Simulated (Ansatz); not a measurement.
# C₃H₈SSi: one species, many methods, part 2 of 2

Ansatz 0.2.0, Gaussian basis; functionals in def2-TZVPP, the program's frozen cores in correlated methods. The steps go on from the part before.

## Step 14: CAM-B3LYP-D4 (range-separated)

File in.yaml:

```yaml
crystal:
  periodic: [false, false, false]
  atoms:
    - {symbol: C, position_ang: [-1.535185, 0.536908, -0.572418]}
    - {symbol: C, position_ang: [-0.787609, -0.801231, -0.612532]}
    - {symbol: Si, position_ang: [0.697178, -0.635325, -1.803453]}
    - {symbol: S, position_ang: [2.233261, 0.089548, -0.536215]}
    - {symbol: C, position_ang: [1.707754, 0.182021, 1.198693]}
    - {symbol: H, position_ang: [-1.827165, 0.866308, -1.574253]}
    - {symbol: H, position_ang: [-2.449232, 0.465260, 0.022684]}
    - {symbol: H, position_ang: [-0.921336, 1.332728, -0.142232]}
    - {symbol: H, position_ang: [-0.510042, -1.118711, 0.395799]}
    - {symbol: H, position_ang: [-1.449170, -1.572947, -1.020886]}
    - {symbol: H, position_ang: [1.539453, -0.815790, 1.601247]}
    - {symbol: H, position_ang: [0.804895, 0.780426, 1.305620]}
    - {symbol: H, position_ang: [2.517798, 0.656005, 1.752546]}
basis:
  gaussian: {orbitals: def2-TZVPP}
hamiltonian: {xc: {name: CAM-B3LYP}, dispersion: d4}
output: {orbitals: {seedname: orbitals}}
```

Launch:

```
$ ansatz run in.yaml --threads 4 --pin off --events-out ev --progress --plain --max-ram 10444MiB
```

Output, shortened:

```text
Functional definition: CAM-B3LYP
  name "CAM-B3LYP"
  cite "Yanai, Tew & Handy, Chem. Phys. Lett. 393, 51 (2004) doi:10.1016/j.cplett.2004.06.011"
  cite "Iikura, Tsuneda, Yanai & Hirao, J. Chem. Phys. 115, 3540 (2001) doi:10.1063/1.1383587"
  cite "Becke, Phys. Rev. A 38, 3098 (1988) doi:10.1103/PhysRevA.38.3098"
  cite "Lee, Yang & Parr, Phys. Rev. B 37, 785 (1988) doi:10.1103/PhysRevB.37.785"
  cite "Vosko, Wilk & Nusair, Can. J. Phys. 58, 1200 (1980) doi:10.1139/p80-159"
[...]
  # Exact exchange under (alpha + beta erf(omega r))/r, Becke's under what is left of 1/r.
[...]
1599 factors; their error is unknown
393 factors; integrals over basis functions are off by at most 9.5e-6 eV
[...]
mean field -21954.49057062 eV, -806.8126471823 hartree, gradient 2.3e-5 eV, S^2 0.000000; 0 other end points of the search recorded, 0 dependent functions left out
reference -21954.49071314 eV, -806.8126524196 hartree; 28, 28 occupied and 261, 261 virtual orbitals, 1599 factors
Total energy: -21954.78421876 eV, -806.8234385521 hartree
```

Run time: 3.9 s. Hardware: 4 threads of Arm Neoverse V2, shared host; peak memory 0.96 GiB.

Atomisation energy: 4773.8 kJ/mol (free atoms -21905.307 eV, run apart). HOMO -7.54 eV, LUMO -0.83 eV.

## Step 15: LC-ωPBE (range-separated)

Edit in.yaml of step 14 so:

```diff
@@ -18,3 +18,3 @@
   gaussian: {orbitals: def2-TZVPP}
-hamiltonian: {xc: {name: CAM-B3LYP}, dispersion: d4}
+hamiltonian: {xc: {name: LC-wPBE}}
 output: {orbitals: {seedname: orbitals}}
```

Same command.

Output, shortened:

```text
Functional definition: LC-wPBE
  name "LC-wPBE"
  cite "Vydrov & Scuseria, J. Chem. Phys. 125, 234109 (2006) doi:10.1063/1.2409292"
  cite "Heyd & Scuseria, J. Chem. Phys. 120, 7274 (2004) doi:10.1063/1.1668634"
  cite "Ernzerhof & Perdew, J. Chem. Phys. 109, 3313 (1998) doi:10.1063/1.476928"
  cite "Perdew, Burke & Ernzerhof, Phys. Rev. Lett. 77, 3865 (1996) doi:10.1103/PhysRevLett.77.3865"
  parent pbe
[...]
1584 factors; their error is unknown
506 factors; integrals over basis functions are off by at most 1.9e-5 eV
[...]
mean field -21948.26231270 eV, -806.5837629253 hartree, gradient 1.6e-5 eV, S^2 0.000000; 0 other end points of the search recorded, 0 dependent functions left out
reference -21948.26231271 eV, -806.5837629255 hartree; 28, 28 occupied and 261, 261 virtual orbitals, 1584 factors
Total energy: -21948.26231271 eV, -806.5837629255 hartree
```

Run time: 3 s. Hardware: 4 threads of Arm Neoverse V2, shared host; peak memory 0.64 GiB.

Atomisation energy: 4726.4 kJ/mol (free atoms -21899.276 eV, run apart). HOMO -8.82 eV, LUMO 0.19 eV.

## Step 16: ωB97X-V (range-separated)

Edit in.yaml of step 15 so:

```diff
@@ -18,3 +18,3 @@
   gaussian: {orbitals: def2-TZVPP}
-hamiltonian: {xc: {name: LC-wPBE}}
+hamiltonian: {xc: {name: wB97X-V}}
 output: {orbitals: {seedname: orbitals}}
```

The command is unchanged.

Output, shortened:

```text
Functional definition: wB97X-V
  name "wB97X-V"
  cite "Mardirossian & Head-Gordon, Phys. Chem. Chem. Phys. 16, 9904 (2014) doi:10.1039/C3CP54374A"
  cite "Becke, J. Chem. Phys. 107, 8554 (1997) doi:10.1063/1.475007"
  cite "Vydrov & Van Voorhis, J. Chem. Phys. 133, 244103 (2010) doi:10.1063/1.3521275"
[...]
      + integral(e_c_pw_opposite_spin*poly(b97_u_opposite, cos0, cos1)) + vv10(b, c)
1594 factors; their error is unknown
382 factors; integrals over basis functions are off by at most 9.6e-6 eV
[...]
mean field -21952.24139699 eV, -806.7299915756 hartree, gradient 1.7e-5 eV, S^2 0.000000; 0 other end points of the search recorded, 0 dependent functions left out
reference -21952.24139491 eV, -806.7299914993 hartree; 28, 28 occupied and 261, 261 virtual orbitals, 1594 factors
Total energy: -21952.24139491 eV, -806.7299914993 hartree
```

It took 8.5 s on 4 threads of Arm Neoverse V2, shared host; peak memory 1 GiB.

With the free atoms at this level, -21902.702 eV in sum, the atomisation energy is 4779.8 kJ/mol. HOMO -8.50 eV, LUMO 0.12 eV.

## Step 17: ωB97M-V (range-separated)

Edit in.yaml of step 16 so:

```diff
@@ -18,3 +18,3 @@
   gaussian: {orbitals: def2-TZVPP}
-hamiltonian: {xc: {name: wB97X-V}}
-output: {orbitals: {seedname: orbitals}}
+hamiltonian: {xc: {name: wB97M-V}}
+output: {forces: true, orbitals: {seedname: orbitals}}
```

The command is unchanged.

Output, shortened:

```text
Functional definition: wB97M-V
  name "wB97M-V"
  cite "Mardirossian & Head-Gordon, J. Chem. Phys. 144, 214110 (2016) doi:10.1063/1.4952647"
  cite "Becke, J. Chem. Phys. 107, 8554 (1997) doi:10.1063/1.475007"
  cite "Vydrov & Van Voorhis, J. Chem. Phys. 133, 244103 (2010) doi:10.1063/1.3521275"
  # Of w^i u^j: cxij and so on, Table III.
[...]
  gx(w, u) = 1 - cx + cx01*u + cx10*w
  gss(w, u) = css00 + css04*u^4 + css10*w + css20*w^2 + css43*w^4*u^3
  gos(w, u) = cos00 + cos10*w + (cos20 + cos21*u)*w^2 + (cos60 + cos61*u)*w^6
[...]
      + integral(e_c_pw_mod_opposite_spin*gos(b97_w_opposite, b97_u_opposite)) + vv10(b, c)
1594 factors; their error is unknown
382 factors; integrals over basis functions are off by at most 9.6e-6 eV
[...]
Atom 3 at     2.233261     0.089548    -0.536215 Å, force     0.082191     0.024415    -0.059660 eV/Å
Atom 4 at     1.707754     0.182021     1.198693 Å, force    -0.063699    -0.007347     0.126378 eV/Å
Atom 5 at    -1.827165     0.866308    -1.574253 Å, force     0.019451    -0.023308     0.067587 eV/Å
Atom 6 at    -2.449232     0.465260     0.022684 Å, force     0.077203     0.020153    -0.054374 eV/Å
Atom 7 at    -0.921336     1.332728    -0.142232 Å, force    -0.034296    -0.052629    -0.028431 eV/Å
Atom 8 at    -0.510042    -1.118711     0.395799 Å, force    -0.030779     0.025429    -0.061333 eV/Å
Atom 9 at    -1.449170    -1.572947    -1.020886 Å, force     0.037570     0.059011     0.036922 eV/Å
Atom 10 at     1.539453    -0.815790     1.601247 Å, force     0.008415     0.088063    -0.019823 eV/Å
Atom 11 at     0.804895     0.780426     1.305620 Å, force     0.066399    -0.050838     0.005857 eV/Å
Atom 12 at     2.517798     0.656005     1.752546 Å, force    -0.081329    -0.041599    -0.039908 eV/Å
Dipole moment:    -0.304503    -0.017533     0.440314 e Å
```

Run time: 13 s. Hardware: 4 threads of Arm Neoverse V2, shared host; peak memory 1.2 GiB.

Atomisation energy: 4793.1 kJ/mol (free atoms -21903.404 eV, run apart). HOMO -8.34 eV, LUMO 0.01 eV.

## Step 18: B2PLYP (double hybrid)

Edit in.yaml of step 17 so:

```diff
@@ -18,3 +18,2 @@
   gaussian: {orbitals: def2-TZVPP}
-hamiltonian: {xc: {name: wB97M-V}}
-output: {forces: true, orbitals: {seedname: orbitals}}
+hamiltonian: {xc: {name: B2PLYP}}
```

Launched as before.

Output, shortened:

```text
Functional definition: B2PLYP
  name "B2PLYP"
  cite "Grimme, J. Chem. Phys. 124, 034108 (2006) doi:10.1063/1.2148954"
  cite "Becke, Phys. Rev. A 38, 3098 (1988) doi:10.1103/PhysRevA.38.3098"
  cite "Lee, Yang & Parr, Phys. Rev. B 37, 785 (1988) doi:10.1103/PhysRevB.37.785"
[...]
1660 factors; integrals over basis functions are off by at most 1.1e-3 eV
[...]
mean field -21938.87629557 eV, -806.2388331577 hartree, gradient 1.1e-6 eV, S^2 0.000000; 0 other end points of the search recorded, 0 dependent functions left out
13 core orbitals not correlated: weight in the atoms' cores, before any rotation towards them, 1.000 or more for the frozen orbitals, at most 0.000 for the correlated occupied ones
reference -21938.87647968 eV, -806.2388399235 hartree; 15, 15 occupied and 261, 261 virtual orbitals, 1660 factors
second order -27.09143580 eV of doubles, -0.00000000 eV of singles
Total energy: -21946.19116734 eV, -806.5076497372 hartree
```

Wall time 6.5 s (4 threads of Arm Neoverse V2, shared host); peak memory 0.86 GiB.

Atomisation energy: 4709.9 kJ/mol (free atoms -21897.377 eV, run apart).

## Step 19: PBE-QIDH (double hybrid)

Edit in.yaml of step 18 so:

```diff
@@ -18,2 +18,2 @@
   gaussian: {orbitals: def2-TZVPP}
-hamiltonian: {xc: {name: B2PLYP}}
+hamiltonian: {xc: {name: PBE-QIDH}}
```

Same command.

Output, shortened:

```text
Functional definition: PBE-QIDH
  name "PBE-QIDH"
  cite "Brémond, Sancho-García, Pérez-Jiménez & Adamo, J. Chem. Phys. 141, 031101 (2014) doi:10.1063/1.4890314"
  cite "Perdew, Burke & Ernzerhof, Phys. Rev. Lett. 77, 3865 (1996) doi:10.1103/PhysRevLett.77.3865"
[...]
1660 factors; integrals over basis functions are off by at most 1.1e-3 eV
[...]
mean field -21931.45369703 eV, -805.9660576926 hartree, gradient 6.9e-6 eV, S^2 0.000000; 0 other end points of the search recorded, 0 dependent functions left out
13 core orbitals not correlated: weight in the atoms' cores, before any rotation towards them, 1.000 or more for the frozen orbitals, at most 0.000 for the correlated occupied ones
reference -21931.45371015 eV, -805.9660581747 hartree; 15, 15 occupied and 261, 261 virtual orbitals, 1660 factors
second order -25.08314269 eV of doubles, -0.00000000 eV of singles
Total energy: -21939.81475771 eV, -806.2733210053 hartree
```

It took 7 s on 4 threads of Arm Neoverse V2, shared host; peak memory 0.88 GiB.

Atomisation energy: 4749.6 kJ/mol (free atoms -21890.588 eV, run apart).

## Step 20: Frontier levels by functional

Dipoles come from the runs that computed forces. Levels are read from the orbital files that the runs wrote:

```tsv
functional	HOMO (eV)	LUMO (eV)	gap (eV)	dipole (D)
LDA (SPW92)	-5.33	-2.85	2.48	
PBE-D4	-5.23	-2.67	2.55	2.73
revPBE-D4	-5.18	-2.60	2.58	
BLYP-D4	-5.10	-2.51	2.59	
r2SCAN-D4	-5.41	-2.58	2.83	2.88
B97M-V	-5.49	-2.53	2.96	
PBE0-D4	-6.26	-1.90	4.36	
B3LYP-D4	-6.09	-2.06	4.03	2.63
r2SCANh-D4	-5.80	-2.29	3.51	
r2SCAN0-D4	-6.38	-1.85	4.53	
HSE06-D4	-5.87	-2.28	3.60	
BHLYP-D4	-7.20	-0.99	6.22	
CAM-B3LYP-D4	-7.54	-0.83	6.71	
LC-ωPBE	-8.82	0.19	9.01	
ωB97X-V	-8.50	0.12	8.62	
ωB97M-V	-8.34	0.01	8.35	2.57
```

## Step 21: CCSD(T) in def2-SVP

Edit in.yaml of step 19 so:

```diff
@@ -17,3 +17,3 @@
 basis:
-  gaussian: {orbitals: def2-TZVPP}
-hamiltonian: {xc: {name: PBE-QIDH}}
+  gaussian: {orbitals: def2-SVP}
+correlation: {method: ccsd_t}
```

Same command.

Output, shortened:

```text
Functional definition: HF
  name "HF"
  cite "Fock, Z. Phys. 61, 126 (1930) doi:10.1007/BF01340294"
  parent pbe
[...]
1179 factors; integrals over basis functions are off by at most 1.4e-3 eV
[...]
mean field -21888.90462955 eV, -804.4024083034 hartree, gradient 1.3e-6 eV, S^2 0.000000; 0 other end points of the search recorded, 0 dependent functions left out; unrestricted orbitals would lower it
13 core orbitals not correlated: weight in the atoms' cores, before any rotation towards them, 1.000 or more for the frozen orbitals, at most 0.000 for the correlated occupied ones
reference -21888.90462955 eV, -804.4024083034 hartree; 15, 15 occupied and 90, 90 virtual orbitals, 1179 factors
second order -17.63589880 eV of doubles, -0.00000000 eV of singles
cycle   1  -18.89094260 eV  change    -1.3e0 eV  update   1.0e-1
[...]
cycle  10  -19.54674307 eV  change    8.8e-6 eV  update   1.8e-5
perturbative correction -0.64234589 eV, -0.0236057761 hartree
Total energy: -21909.09371851 eV, -805.1443436380 hartree
```

Run time: 5.5 s. Hardware: 4 threads of Arm Neoverse V2, shared host; peak memory 0.61 GiB.

## Step 22: CCSD(T) in def2-TZVPP

Edit in.yaml of step 21 so:

```diff
@@ -17,3 +17,4 @@
 basis:
-  gaussian: {orbitals: def2-SVP}
+  gaussian: {orbitals: def2-TZVPP}
 correlation: {method: ccsd_t}
+output: {orbitals: {seedname: orbitals}}
```

The command is unchanged.

Output, shortened:

```text
Functional definition: HF
  name "HF"
  cite "Fock, Z. Phys. 61, 126 (1930) doi:10.1007/BF01340294"
  parent pbe
[...]
1660 factors; integrals over basis functions are off by at most 1.1e-3 eV
[...]
mean field -21899.00064428 eV, -804.7734300015 hartree, gradient 1.1e-6 eV, S^2 0.000000; 0 other end points of the search recorded, 0 dependent functions left out; unrestricted orbitals would lower it
13 core orbitals not correlated: weight in the atoms' cores, before any rotation towards them, 1.000 or more for the frozen orbitals, at most 0.000 for the correlated occupied ones
reference -21899.00064428 eV, -804.7734300015 hartree; 15, 15 occupied and 261, 261 virtual orbitals, 1660 factors
second order -22.10066960 eV of doubles, -0.00000000 eV of singles
cycle   1  -23.08906372 eV  change   -9.9e-1 eV  update   1.1e-1
[...]
cycle  11  -23.80161083 eV  change   -1.9e-5 eV  update   1.2e-5
perturbative correction -1.06721681 eV, -0.0392194944 hartree
Total energy: -21923.86947192 eV, -805.6873425607 hartree
```

It took 3.3 min on 4 threads of Arm Neoverse V2, shared host; peak memory 8.6 GiB.

## Step 23: MP2 in def2-QZVPP

Edit in.yaml of step 22 so:

```diff
@@ -17,4 +17,3 @@
 basis:
-  gaussian: {orbitals: def2-TZVPP}
-correlation: {method: ccsd_t}
-output: {orbitals: {seedname: orbitals}}
+  gaussian: {orbitals: "def2-QZVPP.json"}
+correlation: {method: mp2}
```

The command is unchanged.

Output:

```text
Functional definition: HF
  name "HF"
  cite "Fock, Z. Phys. 61, 126 (1930) doi:10.1007/BF01340294"
  parent pbe
  exchange = exact_x
  correlation = 0
3239 factors; integrals over basis functions are off by at most 9.6e-4 eV
mean field evaluation 1: about -21895.2465 eV, gradient 3.8e1 eV
mean field evaluation 2: about -21895.4123 eV, gradient 3.8e1 eV
mean field evaluation 4: about -21899.5983 eV, gradient 4.4e0 eV
mean field evaluation 8: about -21899.6885 eV, gradient 2.9e-1 eV
mean field evaluation 16: about -21899.6892 eV, gradient 2.0e-6 eV
mean field -21899.68924678 eV, -804.7987356766 hartree, gradient 2.0e-6 eV, S^2 0.000000; 0 other end points of the search recorded, 0 dependent functions left out; unrestricted orbitals would lower it
13 core orbitals not correlated: weight in the atoms' cores, before any rotation towards them, 1.000 or more for the frozen orbitals, at most 0.000 for the correlated occupied ones
reference -21899.68924678 eV, -804.7987356766 hartree; 15, 15 occupied and 523, 523 virtual orbitals, 3239 factors
second order -23.65314653 eV of doubles, -0.00000000 eV of singles
Total energy: -21923.34239331 eV, -805.6679727790 hartree
```

It took 31 s on 4 threads of Arm Neoverse V2, shared host; peak memory 4.3 GiB.

The pieces so far (eV):

```tsv
basis	HF	MP2 correlation	CCSD correlation	(T)	total
def2-SVP	-21888.9046	-17.6359	-19.5467	-0.6423	-21909.0937
def2-TZVPP	-21899.0006	-22.1007	-23.8016	-1.0672	-21923.8695
def2-QZVPP	-21899.6892	-23.6531			-21923.3424 (MP2)
```

The report of the def2-TZVPP run gives T1 = 0.0136.

## Step 24: The basis-set limit

No new run: Hartree-Fock is extrapolated as exp(−7.88√X) and correlation as X^−2.97, with X = 3 and 4; only MP2 was run in the larger set, so CCSD(T) minus MP2 is added from the smaller one.

```tsv
level	energy at the limit (eV)
HF	-21899.7841
MP2	-21924.5872
CCSD	-21926.2882
CCSD(T)	-21927.3554
```

## Step 25: RPA on PBE orbitals

Edit in.yaml of step 23 so:

```diff
@@ -17,3 +17,4 @@
 basis:
-  gaussian: {orbitals: "def2-QZVPP.json"}
-correlation: {method: mp2}
+  gaussian: {orbitals: def2-TZVPP}
+hamiltonian: {xc: pbe}
+correlation: {method: rpa}
```

Same command.

Output, shortened:

```text
Functional definition: PBE
  name "PBE"
  cite "Perdew, Burke & Ernzerhof, Phys. Rev. Lett. 77, 3865 (1996) doi:10.1103/PhysRevLett.77.3865"
  parent pbe
[...]
1660 factors; integrals over basis functions are off by at most 1.1e-3 eV
[...]
mean field -21942.81439202 eV, -806.3835555330 hartree, gradient 4.0e-6 eV, S^2 0.000000; 0 other end points of the search recorded, 0 dependent functions left out
13 core orbitals not correlated: weight in the atoms' cores, before any rotation towards them, 1.000 or more for the frozen orbitals, at most 0.000 for the correlated occupied ones
reference -21897.39834711 eV, -804.7145466668 hartree; 15, 15 occupied and 261, 261 virtual orbitals, 1660 factors
Total energy: -21935.50510326 eV, -806.1149441254 hartree
```

Run time: 6 s. Hardware: 4 threads of Arm Neoverse V2, shared host; peak memory 0.8 GiB.

RPA correlation: -38.107 eV. No RPA run of the hydrogen atom was made, so RPA has no atomisation energy below.

## Step 26: Atomisation energies

Free atoms (3 C, 1 Si, 1 S, 8 H) were run apart at each level; the atomisation energy is their sum less the molecule, without zero-point or spin-orbit terms.

Differences are taken before rounding.

```tsv
method	rung	atomisation energy (kJ/mol)	from CCSD(T)/CBS (kJ/mol)	time
LDA (SPW92)	LDA	5414.5	+646.5	1.6 s
PBE-D4	GGA	4856.8	+88.7	3 s
revPBE-D4	GGA	4762.9	-5.2	2.4 s
BLYP-D4	GGA	4752.3	-15.7	2.5 s
r2SCAN-D4	meta-GGA	4781.4	+13.3	5.5 s
B97M-V	meta-GGA	4797.3	+29.2	9.5 s
PBE0-D4	hybrid	4794.9	+26.8	3.3 s
B3LYP-D4	hybrid	4772.7	+4.6	5.5 s
r2SCANh-D4	hybrid	4760.6	-7.4	6 s
r2SCAN0-D4	hybrid	4731.6	-36.5	5.5 s
HSE06-D4	hybrid	4798.1	+30.1	3.6 s
BHLYP-D4	hybrid	4661.6	-106.5	3.4 s
CAM-B3LYP-D4	range-separated	4773.8	+5.7	3.9 s
LC-ωPBE	range-separated	4726.4	-41.6	3 s
ωB97X-V	range-separated	4779.8	+11.7	8.5 s
ωB97M-V	range-separated	4793.1	+25.0	13 s
B2PLYP	double hybrid	4709.9	-58.2	6.5 s
PBE-QIDH	double hybrid	4749.6	-18.5	7 s
HF/def2-TZVPP	wavefunction	3530.4	-1237.6	
MP2/def2-TZVPP	wavefunction	4689.0	-79.0	
CCSD/def2-TZVPP	wavefunction	4582.6	-185.4	
CCSD(T)/def2-SVP	wavefunction	4517.0	-251.1	5.5 s
CCSD(T)/def2-TZVPP	wavefunction	4650.6	-117.4	3.3 min
MP2/CBS	wavefunction	4806.5	+38.4	
CCSD(T)/CBS	wavefunction	4768.1	0	3.8 min
```

Among the levels timed on like hardware and quicker than the yardstick, those that no quicker one beats, quickest first: LDA (SPW92) (1.6 s, +646.5 kJ/mol); revPBE-D4 (2.4 s, -5.2 kJ/mol); B3LYP-D4 (5.5 s, +4.6 kJ/mol).

LDA (SPW92), LC-ωPBE, B2PLYP, PBE-QIDH carry no dispersion term (for B3LYP, D4 adds 52.5 kJ/mol).

Times are those of the molecule's run; HF, MP2 and CCSD come out of the CCSD(T) runs, and the limit's time is the sum of the runs that it needs.

## Step 27: Results

What follows sums up all 2 parts.

| quantity | value |
| --- | --- |
| atomisation energy, CCSD(T)/CBS | 4768.1 kJ/mol |
| functionals within 23.8 kJ/mol (0.5 %) | revPBE-D4, BLYP-D4, r2SCAN-D4, B3LYP-D4, r2SCANh-D4, CAM-B3LYP-D4, ωB97X-V, PBE-QIDH |
| farthest beyond LDA | BHLYP-D4 (-106.5 kJ/mol) |
| mean size of error, GGA | 36.6 kJ/mol |
| mean size of error, meta-GGA | 21.3 kJ/mol |
| mean size of error, hybrid | 35.3 kJ/mol |
| mean size of error, range-separated | 21.0 kJ/mol |
| mean size of error, double hybrid | 38.3 kJ/mol |
| gap, smallest and largest | 2.48 eV (LDA (SPW92)), 9.01 eV (LC-ωPBE) |
| T1 diagnostic | 0.0136 |
| triples share of the correlation energy | 4.3 % |

In words: The LDA atomisation energy is off by 646.5 kJ/mol (14 %): it overbinds. PBE-D4 misses by +88.7 kJ/mol. Double hybrids carry the basis error of their MP2 part in triple zeta, and no dispersion term here, so their miss is partly the set-up's. The rungs range-separated, meta-GGA miss on average by less than the doubt on the reference (23.8 kJ/mol), so they tie. The reference freezes the cores and leaves out relativity and excitations past (T), so misses under about 23.8 kJ/mol can't be ranked. Hartree-Fock recovers 74 % of the binding; the rest is correlation. CCSD(T) in def2-SVP is off by -251.1 kJ/mol, which most functionals beat. The gap grows from 2.5 to 9.0 eV across the functionals, mostly with the share of exact exchange. The restricted reference is unstable towards a spin-broken one.

B3LYP-D4 reaches 4.6 kJ/mol from the reference in 5.5 s, where CCSD(T)/CBS took 3.8 min; the quickest level in the cost chart, LDA (SPW92), takes 1.6 s and misses by 646.5 kJ/mol.
